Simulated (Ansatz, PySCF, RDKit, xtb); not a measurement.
**Isomers of Al2H6O2, a sample narrowed down**

Which of a sample of isomers of Al2H6O2 is the most stable in the gas at 298.15 K, and what are its properties? The sample is small against all isomers, and the most stable one of this formula need not be in it.

The funnel: GFN2-xTB relaxations, single points with a density functional, relaxations at PBE0-D4/def2-SVP, harmonic vibrations, and a last energy at a higher level. All values are calculated.

1 further run of the same task is left out (set aside as unsound or not needed).

## Step 1: Drawing up candidates

Isomers were drawn by moving bonds and hydrogen atoms under normal valences; this is a sample, not all of them. O–O, O–halogen and N–halogen bonds and N–N–N chains are not drawn. That gives 11 candidates.

| label | SMILES | spin |
| --- | --- | --- |
| c023 | [OH+]=[Al-]([OH2+])[AlH3-] | singlet |
| c226 | [OH2+]/[AlH-]=[AlH-]\[OH2+] | singlet |
| c307 | [OH2+]/[AlH-]=[AlH-]/[OH2+] | singlet |
| c319 | [OH2+]/[AlH-]=[O+]\[AlH3-] | singlet |
| c540 | [OH+]=[AlH-][AlH2-][OH2+] | singlet |
| c559 | [OH2+]/[AlH-]=[O+]/[AlH3-] | singlet |
| c566 | [OH+]1[AlH2-][OH+][AlH2-]1 | singlet |
| c594 | [OH2+][Al-]([OH2+])=[AlH2-] | singlet |
| c814 | [OH+]=[AlH-][OH+][AlH3-] | singlet |
| c884 | [OH2+][Al@@H-]1[OH+][AlH2-]1 | singlet |
| c978 | [OH2+][AlH2-][O+]=[AlH2-] | singlet |

Candidates are built by distance geometry, with a force field where one applies, in up to four conformers (letters a to d).

**Question.** With final energies at CCSD(T)/def2-SVP + MP2/def2-TZVPP - MP2/def2-SVP, which structure will this search put lowest in free energy, and by what margin?

| quantity | value |
| --- | --- |
| lowest structure found | [OH+]1[AlH2-][OH+][AlH2-]1, singlet, C2h |
| next finalist | [OH][AlH]1[H][AlH2][OH]1 ‡, singlet, 13.0 kcal/mol higher in G |
| share at equilibrium, among the finalists | 100.0 % |
| harmonic wavenumbers, lowest and highest (PBE0-D4/def2-SVP) | 134 and 3946 cm⁻¹ |
| rotational constants, same geometry | 0.2653, 0.1223, 0.09103 cm⁻¹ |
| dipole moment (PBE0/def2-TZVPD) | 0.00 D |
| HOMO energy (PBE0/def2-TZVPD) | -7.82 eV |
| LUMO energy (PBE0/def2-TZVPD) | -0.78 eV |
| HOMO–LUMO gap (PBE0/def2-TZVPD) | 7.03 eV |
| lowest excitation (TD-CAM-B3LYP/def2-SVPD) | 6.23 eV (f = 0.000) |
| strongest of the states computed, same level | 6.97 eV (f = 0.039) |
| lowest triplet excitation, same level, Tamm-Dancoff | 5.86 eV |
| vertical ionisation energy | 9.71 eV |
| vertical electron affinity | -0.34 eV (unbound: the value depends on the basis) |
| vertical triplet less singlet | +5.77 eV |

`[OH+]1[AlH2-][OH+][AlH2-]1` comes out lowest. The margin of 13.0 kcal/mol over the next finalist is beyond the usual error of the last level; it says nothing of structures that weren't ranked. GFN2-xTB, HF/STO-3G, r2SCAN-D4/def2-SVP, PBE0-D4/def2-SVP, HF/def2-SVP and MP2/def2-SVP already put its bonding pattern lowest among the structures in one piece. Lowest found is not proven lowest: the search is finite, and each finalist counts with one conformer. Only 11 drawn patterns were tried, so whole families of isomers are missing, and the result ranks this sample alone. The lowest isomer need not be the one that is made and kept in a bottle, which depends on barriers.

‡ marks the bonded skeleton alone, with all bonds drawn single: no Lewis structure was assigned that passes a check against the bond lengths.
